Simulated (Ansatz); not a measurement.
# C₂H₆BClO: up Jacob's ladder to CCSD(T)

How much do the methods differ for C₂H₆BClO? The plan is to run it at one geometry with functionals of several rungs and with coupled cluster, and see how far each lands from CCSD(T) at the basis-set limit for the atomisation energy.

Program: Ansatz 0.2.0, Gaussian basis. Level of theory: functionals in def2-TZVPP, the program's frozen cores in correlated methods. These are calculated values, not measurements.

Levels to be run: PBE-D4, r2SCAN-D4, PBE0-D4, B3LYP-D4, ωB97X-V, ωB97M-V, B2PLYP; CCSD(T)/def2-TZVPP; MP2/def2-QZVPP; extrapolation to the limit.

## (1) The relaxed structure

The geometry comes from an earlier relaxation with PBE0-D4 in a triple-zeta def2 set; it is a stationary point, not always the lowest conformer.

SMILES `COBCCl`, 11 atoms, charge 0, spin multiplicity 1.

Atoms are counted from 1 here; the program's logs count them from 0.

Bond lengths: C1–O2 1.414 Å, C1–H6 1.093 Å, C1–H7 1.092 Å, C1–H8 1.091 Å, O2–B3 1.341 Å, B3–C4 1.574 Å, B3–H9 1.202 Å, C4–Cl5 1.797 Å, C4–H10 1.090 Å, C4–H11 1.089 Å. Angles: O2–C1–H6 111.3°, O2–C1–H7 108.8°, O2–C1–H8 108.8°, H6–C1–H7 109.5°, H6–C1–H8 109.6°, H7–C1–H8 108.8°, C1–O2–B3 122.2°, O2–B3–C4 118.1°, O2–B3–H9 120.6°, C4–B3–H9 121.3°, B3–C4–Cl5 104.5°, B3–C4–H10 114.0°, B3–C4–H11 114.1°, Cl5–C4–H10 106.7°, Cl5–C4–H11 107.2°, H10–C4–H11 109.7°.

## (2) PBE-D4 (GGA)

in.yaml

```yaml
crystal:
  periodic: [false, false, false]
  atoms:
    - {symbol: C, position_ang: [-1.577126, 0.862332, -0.761193]}
    - {symbol: O, position_ang: [-0.808136, -0.057218, -0.011495]}
    - {symbol: B, position_ang: [0.529139, -0.105313, -0.094729]}
    - {symbol: C, position_ang: [1.293925, -1.115957, 0.838772]}
    - {symbol: Cl, position_ang: [2.185770, -0.072165, 1.998661]}
    - {symbol: H, position_ang: [-0.946030, 1.460360, -1.423794]}
    - {symbol: H, position_ang: [-2.108531, 1.521304, -0.072132]}
    - {symbol: H, position_ang: [-2.308239, 0.308868, -1.353110]}
    - {symbol: H, position_ang: [1.122230, 0.622258, -0.845197]}
    - {symbol: H, position_ang: [2.041073, -1.718393, 0.322067]}
    - {symbol: H, position_ang: [0.641127, -1.763076, 1.422850]}
basis:
  gaussian: {orbitals: def2-TZVPP}
hamiltonian: {xc: pbe, dispersion: d4}
output: {forces: true, orbitals: {seedname: orbitals}}
```

Run with:

```
$ ansatz run in.yaml --threads 4 --pin off --events-out ev --progress --plain --max-ram 10444MiB
```

After this run come: r2SCAN-D4 (meta-GGA); PBE0-D4 (hybrid); B3LYP-D4 (hybrid); ωB97X-V (range-separated); ωB97M-V (range-separated); B2PLYP (double hybrid); CCSD(T) in def2-TZVPP; MP2 in def2-QZVPP.

**Question.** What will the summary of the whole plan be? Wanted: atomisation energy, CCSD(T)/CBS; farthest; mean size of error, hybrid; mean size of error, range-separated; gap, smallest and largest; T1 diagnostic; triples share of the correlation energy.

**Answer**, as computed:

```
                               quantity                                 value
        atomisation energy, CCSD(T)/CBS                             43.360 eV
    functionals within 0.217 eV (0.5 %)                     B3LYP-D4, ωB97X-V
                               farthest                    PBE-D4 (+1.044 eV)
             mean size of error, hybrid                              0.206 eV
    mean size of error, range-separated                              0.206 eV
              gap, smallest and largest  5.10 eV (PBE-D4), 12.12 eV (ωB97X-V)
                          T1 diagnostic                                0.0122
triples share of the correlation energy                                 3.8 %
```

**Reading.** PBE-D4 is off by +1.044 eV. Double hybrids carry the basis error of their MP2 part in triple zeta, and no dispersion term here, so their miss is partly the set-up's. The reference freezes the cores and leaves out relativity and excitations past (T), so misses under about 0.217 eV can't be ranked. Hartree-Fock recovers 75 % of the binding; the rest is correlation. The gap grows from 5.1 to 12.1 eV across the functionals, mostly with the share of exact exchange.
